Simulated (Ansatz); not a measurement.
**SrIr2: straining the crystal, a shear that moves c along a**

One table from this session's results is given with a row withheld; the runs are named, their logs left out.

Method: DFT r2SCAN, scalar-relativistic, plane waves, PAW, in Ansatz 0.2.0.

**The structure to begin with**

It takes space group Fd-3m (No. 227, cubic). Conventional cell: a = 7.849 Å, b = 7.849 Å, c = 7.849 Å, α = 90.00°, β = 90.00°, γ = 90.00°. Sr (site symmetry -43m) has 12 Ir at 3.25 Å and 4 Sr at 3.40 Å as nearest neighbours. Ir (site symmetry -3m) is surrounded by 6 Ir at 2.78 Å.

As a file:

```
CELL_PARAMETERS angstrom
0.00000 3.92450 3.92450
3.92450 0.00000 3.92450
3.92450 3.92450 0.00000
ATOMIC_POSITIONS crystal
Sr 0.50000 0.50000 0.50000
Sr 0.75000 0.75000 0.75000
Ir 0.12500 0.12500 0.12500
Ir 0.62500 0.12500 0.12500
Ir 0.12500 0.12500 0.62500
Ir 0.12500 0.62500 0.12500
```

The structure comes from the Crystallography Open Database.

The first run:

(A quick probe on a coarse mesh, which set the mesh and smearing, is not shown.)

input.yaml reads:

```yaml
crystal:
  lattice:
    - [0.0, 3.9245, 3.9245]
    - [3.9245, 0.0, 3.9245]
    - [3.9245, 3.9245, 0.0]
  atoms:
    - { symbol: Sr, position: [0.5, 0.5, 0.5] }
    - { symbol: Sr, position: [0.75, 0.75, 0.75] }
    - { symbol: Ir, position: [0.125, 0.125, 0.125] }
    - { symbol: Ir, position: [0.625, 0.125, 0.125] }
    - { symbol: Ir, position: [0.125, 0.125, 0.625] }
    - { symbol: Ir, position: [0.125, 0.625, 0.125] }
basis:
  ecutwfc: 500
kpoints:
  mp_grid: { grid: [4, 4, 4] }
hamiltonian:
  xc: r2scan
scf:
  occupations: { method: gaussian, width: 0.1 }
output:
  forces: true
  stress: true
  eigenvalues: true
relax:
  adjacent_minimum: "off"
  f_tol: 0.05
  max_steps: 80
  cell: { stress_tol: 0.5 }
```

The run is started by

```
ansatz run input.yaml --threads 1 --pin off --max-ram 2560MiB --backend cpu --events-out ev --progress --plain --runs-dir out
```

Steps of the session up to this table: Coarse relaxation; Relaxing cell and atoms; Zero strain; Strain +2.0 %; At +4.0 %; At +6.0 %; At +8.0 %; The cell strained by +12.0 %.

One table of the session follows, with a row left open; its other results are not shown here.

Lengths are those of the vectors of the cell that was run; stresses in GPa:

| strain (%) | ΔE (meV/atom) | c (Å) |
| --- | --- | --- |
| +0.0 | 0.0 | 5.442 |
| +2.0 | 1.2 | 5.487 |
| +4.0 | 4.9 | 5.533 |
| +6.0 | 11.1 | 5.580 |
| +8.0 | ? | ? |
| +12.0 | 45.4 | 5.728 |

Q: Estimate the row for strain (%) = +8.0 from the others.

Worked estimate for «ΔE (meV/atom)». A straight line through the neighbours (6.0, 11.1) and (12.0, 45.4) gives 11.1 + (45.4 − 11.1) × (8.0 − 6.0) / (12.0 − 6.0) = 22.5; a parabola fitted to 3 rows on both sides gives 19.9.

**Answer.** ΔE (meV/atom): 19.9; c (Å): 5.629. In «ΔE (meV/atom)» the line misses by +2.6 and the parabola by 0.0.

ΔE is over the unstrained cell. Stress in GPa, positive in compression, on the Cartesian axes of the input. 

Limits of these values: Warnings in the runs' records: stress scf threshold loose.
